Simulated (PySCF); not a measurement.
# CH8BClN2: magnetic properties

What do calculations give for the magnetic properties of CH8BClN2 (`C[NH2+][B@H-](N)Cl`)?

Programs: PySCF 2.14.0, with routines of our own; each step states its level. All values are computed. Atoms count from 0.

## 1. The starting structure

13 atoms, charge 0, multiplicity 1; geometry from: GFN2-xTB.

## 2. Optimising the geometry at PBE0-D3(BJ)/def2-SVP

The job: settings as JSON, then the geometry in Å.

```
{"job": {"xc": "PBE0", "basis": "def2-SVP", "d3": "d3bj", "grid": 1, "kind": "geom"}, "charge": 0, "multiplicity": 1}
C      1.555915    -0.380827     0.206804
N      0.583526     0.558714    -0.345919
B     -0.937571     0.435722     0.304491
N     -1.430447    -0.888672    -0.067130
Cl    -1.738124     1.886188    -0.622828
H      2.506459    -0.341433    -0.325818
H      1.719912    -0.149803     1.256662
H      1.132118    -1.380404     0.138943
H      0.878645     1.526202    -0.233899
H      0.450120     0.393973    -1.341676
H     -0.872619     0.665405     1.461172
H     -2.084699    -1.321290     0.563096
H     -1.767622    -1.003288    -1.011627
```

On the command line:

```sh
$ OMP_NUM_THREADS=1 python excited_run.py task.json out
```

This one command runs all jobs of the session in turn.

What it wrote:

```text
step   0  E = -636.93620104  max force = 0.022591
step   1  E = -636.93813921  max force = 0.003969
step   2  E = -636.93821284  max force = 0.001408
step   3  E = -636.93823633  max force = 0.000392
step   4  E = -636.93824864  max force = 0.001095
step   5  E = -636.93825705  max force = 0.001169
step   6  E = -636.93826161  max force = 0.000622
step   7  E = -636.93826427  max force = 0.000306
optimisation converged
```

Wall time 45 s (1 thread of Arm Neoverse N1, shared host); peak memory 0.51 GiB.

Relaxation path:

```tsv
step	energy from step 0 (eV)	largest force component (eV/Å)
0	0.0000	1.1617
1	-0.0527	0.2041
2	-0.0547	0.0724
3	-0.0554	0.0202
4	-0.0557	0.0563
5	-0.0559	0.0601
6	-0.0561	0.0320
7	-0.0561	0.0157
```

Close pairs (by a distance rule), those that changed most:

```tsv
bond	before (Å)	after (Å)	change (Å)
B2–H10	1.181	1.222	+0.041
B2–N3	1.461	1.474	+0.013
N1–B2	1.659	1.648	-0.011
C0–H7	1.088	1.098	+0.010
C0–H6	1.087	1.097	+0.010
C0–H5	1.090	1.099	+0.009
N3–H11	1.006	1.014	+0.007
N3–H12	1.009	1.016	+0.007
```

The end geometry stands in the next job.

```tsv
at the end point	value
point group (found at 0.08 Å tolerance)	C1
rotational constants (GHz, main isotopes)	6.168, 2.299, 1.798
dipole moment (D)	4.77
```

## 3. Magnetic properties: GIAO B3LYP/6-311G**

The job: settings as JSON, then the geometry in Å.

```
{"job": {"kind": "mag", "xc": "B3LYP", "basis": "6-311G**"}, "charge": 0, "multiplicity": 1}
C      1.400882    -0.409304     0.206835
N      0.447738     0.542568    -0.366842
B     -1.089483     0.355309     0.195928
N     -1.546072    -0.989608    -0.199068
Cl    -1.943836     1.804003    -0.672907
H      2.390738    -0.332850    -0.264941
H      1.487101    -0.217254     1.283889
H      0.978331    -1.412700     0.065671
H      0.717866     1.513750    -0.200684
H      0.394098     0.438565    -1.383285
H     -1.011881     0.540160     1.400942
H     -2.105891    -1.455512     0.505868
H     -2.054727    -1.027677    -1.078018
```

Level: GIAO B3LYP/6-311G** magnetisability, rotational g tensor and spin-rotation constants, non-relativistic, gas phase.

What it wrote:

```text
coarse grid: 10880 points
cycle   1  E = -637.5848598117  dE =  2.732e-01  |g| = 5.437e-01  |ddm| = 2.500e+00
cycle   2  E = -637.5450312469  dE =  3.983e-02  |g| = 7.126e-01  |ddm| = 1.185e+00
cycle   3  E = -637.6561023762  dE = -1.111e-01  |g| = 8.565e-02  |ddm| = 7.025e-01
cycle   4  E = -637.6575804327  dE = -1.478e-03  |g| = 3.630e-02  |ddm| = 1.091e-01
cycle   5  E = -637.6578575215  dE = -2.771e-04  |g| = 3.806e-03  |ddm| = 3.270e-02
cycle   6  E = -637.6578605563  dE = -3.035e-06  |g| = 1.345e-03  |ddm| = 4.365e-03
final grid: 99128 points
cycle   7  E = -637.6542102928  dE = -3.094e-05  |g| = 7.781e-03  |ddm| = 1.991e-02
cycle   8  E = -637.6541986981  dE =  1.159e-05  |g| = 1.069e-02  |ddm| = 1.211e-02
cycle   9  E = -637.6542228520  dE = -2.415e-05  |g| = 7.741e-04  |ddm| = 7.461e-03
cycle  10  E = -637.6542229741  dE = -1.221e-07  |g| = 2.326e-04  |ddm| = 7.464e-04
cycle  11  E = -637.6542229864  dE = -1.225e-08  |g| = 3.098e-05  |ddm| = 1.717e-04
cycle  12  E = -637.6542229866  dE = -1.962e-10  |g| = 1.088e-05  |ddm| = 3.390e-05
converged SCF energy = -637.6542229866

Magnetisability tensor (1e-30 J/T^2)
    -1140.82       38.99      -33.81
       38.99    -1156.59       26.33
      -33.81       26.33    -1099.28
isotropic -1132.23   principal values   -1205.13  -1111.50  -1080.06
isotropic susceptibility -68.184 1e-6 cm^3/mol

Inertial axes            a          b          c
rot. const./GHz      6.1678     2.2993     1.7982
chi total           -72.017    -67.085    -65.451
chi diamagnetic    -285.397   -598.498   -741.811
chi paramagnetic    213.379    531.413    676.360
quadrupole/D A       -4.184      5.012     -0.828
g nuclear            0.6354     0.5692     0.5691
g electronic        -0.6183    -0.5740    -0.5714
g total              0.0171    -0.0048    -0.0022

Spin-rotation constants (kHz, H = +C I.J)
atom  isotope        aa         bb         cc
  1    14N        0.367      0.142      0.114
  2    11B        1.140      0.456      0.367
  3    14N        0.289      0.105      0.065
  4   35Cl        0.592      0.321      0.370
  5     1H       -0.389     -0.118     -0.138
  6     1H       -0.675     -0.254      0.053
  7     1H       -0.605      0.055     -0.164
  8     1H       -0.705      0.019     -0.189
  9     1H       -0.796     -0.289      0.052
 10     1H       -0.533     -0.193      0.073
 11     1H       -0.763     -0.055     -0.130
 12     1H       -0.571     -0.253     -0.066
  0    13C*       0.839      0.403      0.307
* in the singly substituted isotopologue
```

It took 24 s on 1 thread of Arm Neoverse N1, shared host; peak memory 0.79 GiB.

Key values:

```tsv
quantity	value
magnetisability	-1132·10⁻³⁰ J/T²
molar susceptibility	-68.2·10⁻⁶ cm³/mol
rotational g (a, b, c)	0.0171, -0.0048, -0.0022
```

## 4. Magnetic properties: GIAO B3LYP/STO-3G

The job, as its differences from that of step 3:

```diff
@@ -1,2 +1,2 @@
-{"job": {"kind": "mag", "xc": "B3LYP", "basis": "6-311G**"}, "charge": 0, "multiplicity": 1}
+{"job": {"kind": "mag", "xc": "B3LYP", "basis": "STO-3G"}, "charge": 0, "multiplicity": 1}
 C      1.400882    -0.409304     0.206835
```

Method: GIAO B3LYP/STO-3G magnetisability, rotational g tensor and spin-rotation constants, non-relativistic, gas phase.

What it wrote:

```text
coarse grid: 10880 points
cycle   1  E = -630.2722405844  dE =  9.365e-02  |g| = 4.101e-01  |ddm| = 4.134e+00
cycle   2  E = -630.2965764259  dE = -2.434e-02  |g| = 3.681e-01  |ddm| = 1.150e+00
cycle   3  E = -630.3363870238  dE = -3.981e-02  |g| = 3.287e-02  |ddm| = 5.370e-01
cycle   4  E = -630.3367673157  dE = -3.803e-04  |g| = 7.621e-03  |ddm| = 6.533e-02
cycle   5  E = -630.3367823344  dE = -1.502e-05  |g| = 2.558e-03  |ddm| = 1.248e-02
cycle   6  E = -630.3367842391  dE = -1.905e-06  |g| = 1.515e-04  |ddm| = 3.529e-03
final grid: 99128 points
cycle   7  E = -630.3071506730  dE = -3.882e-06  |g| = 3.974e-03  |ddm| = 1.265e-02
cycle   8  E = -630.3071517160  dE = -1.043e-06  |g| = 3.580e-03  |ddm| = 1.065e-02
cycle   9  E = -630.3071556755  dE = -3.960e-06  |g| = 1.491e-04  |ddm| = 4.959e-03
cycle  10  E = -630.3071556823  dE = -6.740e-09  |g| = 1.722e-05  |ddm| = 2.083e-04
cycle  11  E = -630.3071556824  dE = -8.117e-11  |g| = 6.390e-06  |ddm| = 2.931e-05
converged SCF energy = -630.3071556824

Magnetisability tensor (1e-30 J/T^2)
    -1133.21       29.93      -14.08
       29.93    -1111.36       18.14
      -14.08       18.14    -1071.49
isotropic -1105.35   principal values   -1159.65  -1092.06  -1064.36
isotropic susceptibility -66.566 1e-6 cm^3/mol

Inertial axes            a          b          c
rot. const./GHz      6.1678     2.2993     1.7982
chi total           -69.821    -65.740    -64.136
chi diamagnetic    -278.469   -591.278   -734.851
chi paramagnetic    208.648    525.537    670.715
quadrupole/D A       -4.000      4.699     -0.699
g nuclear            0.6354     0.5692     0.5691
g electronic        -0.6046    -0.5677    -0.5666
g total              0.0308     0.0015     0.0025

Spin-rotation constants (kHz, H = +C I.J)
atom  isotope        aa         bb         cc
  1    14N        0.120      0.047      0.038
  2    11B        0.876      0.362      0.305
  3    14N        0.063      0.049      0.010
  4   35Cl        0.120     -0.012      0.050
  5     1H       -0.422     -0.135     -0.144
  6     1H       -0.694     -0.250      0.037
  7     1H       -0.674      0.032     -0.161
  8     1H       -0.708     -0.038     -0.191
  9     1H       -0.758     -0.286      0.016
 10     1H       -0.518     -0.186      0.052
 11     1H       -0.732     -0.092     -0.138
 12     1H       -0.543     -0.266     -0.079
  0    13C*       0.400      0.245      0.189
* in the singly substituted isotopologue
```

It took 6.2 s on 1 thread of Arm Neoverse N1, shared host; peak memory 0.48 GiB.

From this job:

```tsv
quantity	value
magnetisability	-1105·10⁻³⁰ J/T²
molar susceptibility	-66.6·10⁻⁶ cm³/mol
rotational g (a, b, c)	0.0308, 0.0015, 0.0025
```

## 5. Magnetic properties: GIAO B3LYP/pcSseg-0

The job, as its differences from that of step 4:

```diff
@@ -1,2 +1,2 @@
-{"job": {"kind": "mag", "xc": "B3LYP", "basis": "STO-3G"}, "charge": 0, "multiplicity": 1}
+{"job": {"kind": "mag", "xc": "B3LYP", "basis": "pcSseg-0"}, "charge": 0, "multiplicity": 1}
 C      1.400882    -0.409304     0.206835
```

With the program's defaults for keys left out, this is: GIAO B3LYP/pcSseg-0 magnetisability, rotational g tensor and spin-rotation constants, non-relativistic, gas phase.

What it wrote:

```text
coarse grid: 10880 points
cycle   1  E = -636.5858911689  dE =  2.072e-01  |g| = 4.457e-01  |ddm| = 3.122e+00
cycle   2  E = -636.5749048321  dE =  1.099e-02  |g| = 5.416e-01  |ddm| = 1.316e+00
cycle   3  E = -636.6371847534  dE = -6.228e-02  |g| = 7.242e-02  |ddm| = 6.558e-01
cycle   4  E = -636.6383590125  dE = -1.174e-03  |g| = 1.828e-02  |ddm| = 1.206e-01
cycle   5  E = -636.6384302296  dE = -7.122e-05  |g| = 3.364e-03  |ddm| = 2.684e-02
cycle   6  E = -636.6384335428  dE = -3.313e-06  |g| = 9.258e-04  |ddm| = 5.718e-03
final grid: 99128 points
cycle   7  E = -636.6705456469  dE = -9.148e-06  |g| = 5.283e-03  |ddm| = 1.725e-02
cycle   8  E = -636.6705409336  dE =  4.713e-06  |g| = 7.067e-03  |ddm| = 1.265e-02
cycle   9  E = -636.6705517281  dE = -1.079e-05  |g| = 4.797e-04  |ddm| = 7.454e-03
cycle  10  E = -636.6705517794  dE = -5.136e-08  |g| = 9.086e-05  |ddm| = 5.934e-04
cycle  11  E = -636.6705517813  dE = -1.829e-09  |g| = 2.681e-05  |ddm| = 1.092e-04
cycle  12  E = -636.6705517814  dE = -1.887e-10  |g| = 6.185e-06  |ddm| = 4.006e-05
converged SCF energy = -636.6705517814

Magnetisability tensor (1e-30 J/T^2)
    -1159.19       34.88      -27.45
       34.88    -1166.86       25.57
      -27.45       25.57    -1106.69
isotropic -1144.25   principal values   -1211.46  -1128.21  -1093.07
isotropic susceptibility -68.908 1e-6 cm^3/mol

Inertial axes            a          b          c
rot. const./GHz      6.1678     2.2993     1.7982
chi total           -72.590    -68.146    -65.988
chi diamagnetic    -284.319   -597.968   -740.787
chi paramagnetic    211.729    529.822    674.798
quadrupole/D A       -4.525      5.603     -1.078
g nuclear            0.6354     0.5692     0.5691
g electronic        -0.6135    -0.5723    -0.5701
g total              0.0219    -0.0031    -0.0009

Spin-rotation constants (kHz, H = +C I.J)
atom  isotope        aa         bb         cc
  1    14N        0.346      0.129      0.106
  2    11B        1.080      0.455      0.366
  3    14N        0.277      0.106      0.059
  4   35Cl        0.543      0.242      0.299
  5     1H       -0.447     -0.135     -0.148
  6     1H       -0.737     -0.265      0.042
  7     1H       -0.678      0.039     -0.170
  8     1H       -0.784     -0.023     -0.218
  9     1H       -0.878     -0.330      0.030
 10     1H       -0.537     -0.194      0.061
 11     1H       -0.829     -0.085     -0.142
 12     1H       -0.633     -0.279     -0.086
  0    13C*       0.791      0.392      0.302
* in the singly substituted isotopologue
```

It took 9.1 s on 1 thread of Arm Neoverse N1, shared host; peak memory 0.48 GiB.

From this job:

```tsv
quantity	value
magnetisability	-1144·10⁻³⁰ J/T²
molar susceptibility	-68.9·10⁻⁶ cm³/mol
rotational g (a, b, c)	0.0219, -0.0031, -0.0009
```

## 6. Magnetic properties: GIAO B3LYP/def2-SVP

The job, as its differences from that of step 5:

```diff
@@ -1,2 +1,2 @@
-{"job": {"kind": "mag", "xc": "B3LYP", "basis": "pcSseg-0"}, "charge": 0, "multiplicity": 1}
+{"job": {"kind": "mag", "xc": "B3LYP", "basis": "def2-SVP"}, "charge": 0, "multiplicity": 1}
 C      1.400882    -0.409304     0.206835
```

With the program's defaults for keys left out, this is: GIAO B3LYP/def2-SVP magnetisability, rotational g tensor and spin-rotation constants, non-relativistic, gas phase.

What it wrote:

```text
coarse grid: 10880 points
cycle   1  E = -637.1745859339  dE =  2.615e-01  |g| = 5.124e-01  |ddm| = 3.349e+00
cycle   2  E = -637.1494426534  dE =  2.514e-02  |g| = 6.366e-01  |ddm| = 1.401e+00
cycle   3  E = -637.2404063316  dE = -9.096e-02  |g| = 8.979e-02  |ddm| = 7.652e-01
cycle   4  E = -637.2423076193  dE = -1.901e-03  |g| = 1.778e-02  |ddm| = 1.340e-01
cycle   5  E = -637.2423795739  dE = -7.195e-05  |g| = 4.202e-03  |ddm| = 2.727e-02
cycle   6  E = -637.2423838297  dE = -4.256e-06  |g| = 1.427e-03  |ddm| = 5.732e-03
final grid: 99128 points
cycle   7  E = -637.3092519882  dE = -3.309e-05  |g| = 7.049e-03  |ddm| = 2.178e-02
cycle   8  E = -637.3092428388  dE =  9.149e-06  |g| = 9.556e-03  |ddm| = 1.450e-02
cycle   9  E = -637.3092634416  dE = -2.060e-05  |g| = 6.711e-04  |ddm| = 8.652e-03
cycle  10  E = -637.3092635455  dE = -1.039e-07  |g| = 1.691e-04  |ddm| = 7.910e-04
cycle  11  E = -637.3092635521  dE = -6.629e-09  |g| = 2.933e-05  |ddm| = 1.643e-04
cycle  12  E = -637.3092635523  dE = -1.794e-10  |g| = 9.090e-06  |ddm| = 3.855e-05
converged SCF energy = -637.3092635523

Magnetisability tensor (1e-30 J/T^2)
    -1123.22       32.01      -26.38
       32.01    -1134.58       20.05
      -26.38       20.05    -1082.02
isotropic -1113.27   principal values   -1172.98  -1098.05  -1068.79
isotropic susceptibility -67.043 1e-6 cm^3/mol

Inertial axes            a          b          c
rot. const./GHz      6.1678     2.2993     1.7982
chi total           -70.270    -66.242    -64.616
chi diamagnetic    -283.722   -595.974   -739.017
chi paramagnetic    213.452    529.732    674.401
quadrupole/D A       -3.070      4.684     -1.614
g nuclear            0.6354     0.5692     0.5691
g electronic        -0.6185    -0.5722    -0.5697
g total              0.0169    -0.0030    -0.0006

Spin-rotation constants (kHz, H = +C I.J)
atom  isotope        aa         bb         cc
  1    14N        0.337      0.132      0.107
  2    11B        1.031      0.422      0.339
  3    14N        0.256      0.099      0.056
  4   35Cl        0.536      0.269      0.317
  5     1H       -0.385     -0.120     -0.139
  6     1H       -0.672     -0.252      0.052
  7     1H       -0.605      0.055     -0.163
  8     1H       -0.695      0.016     -0.185
  9     1H       -0.788     -0.286      0.053
 10     1H       -0.537     -0.192      0.074
 11     1H       -0.741     -0.057     -0.127
 12     1H       -0.551     -0.253     -0.066
  0    13C*       0.769      0.366      0.279
* in the singly substituted isotopologue
```

Wall time 16 s (1 thread of Arm Neoverse N1, shared host); peak memory 0.56 GiB.

In short:

```tsv
quantity	value
magnetisability	-1113·10⁻³⁰ J/T²
molar susceptibility	-67.0·10⁻⁶ cm³/mol
rotational g (a, b, c)	0.0169, -0.0030, -0.0006
```

## 7. Magnetic properties side by side

```tsv
level	ξ (10⁻³⁰ J/T²)	g(a)	g(b)	gap (eV)	functions	time
GIAO B3LYP/6-311G**	-1132	0.0171	-0.0048	6.66	146	24 s
GIAO B3LYP/STO-3G	-1105	0.0308	0.0015	10.50	37	6.2 s
GIAO B3LYP/pcSseg-0	-1144	0.0219	-0.0031	6.98	65	9.1 s
GIAO B3LYP/def2-SVP	-1113	0.0169	-0.0030	6.82	114	16 s
```

## 8. What came out

```
                                            quantity                      value
                                         point group                         C1
                rotational constants (main isotopes)       6.17, 2.30, 1.80 GHz
       magnetisability (step 3, GIAO B3LYP/6-311G**)           -1132·10⁻³⁰ J/T²
  molar susceptibility (step 3, GIAO B3LYP/6-311G**)         -68.2·10⁻⁶ cm³/mol
rotational g (a, b, c) (step 3, GIAO B3LYP/6-311G**)   0.0171, -0.0048, -0.0022
                     magnetisability over the levels  -1144 to -1113·10⁻³⁰ J/T²
```

Over 7 steps the energy fell by 0.056 eV; of the close pairs, B2–H10 changed most, 1.181 to 1.222 Å. GIAO B3LYP/STO-3G has a minimal basis, so it is left out of the spread where two other levels stand. The magnetisability spreads by 2.7 % over 3 levels, from GIAO B3LYP/pcSseg-0 (9.1 s) to GIAO B3LYP/def2-SVP (16 s); the runs took 9.1 s to 24 s. Vibrational averaging and real surroundings are missing from these values.
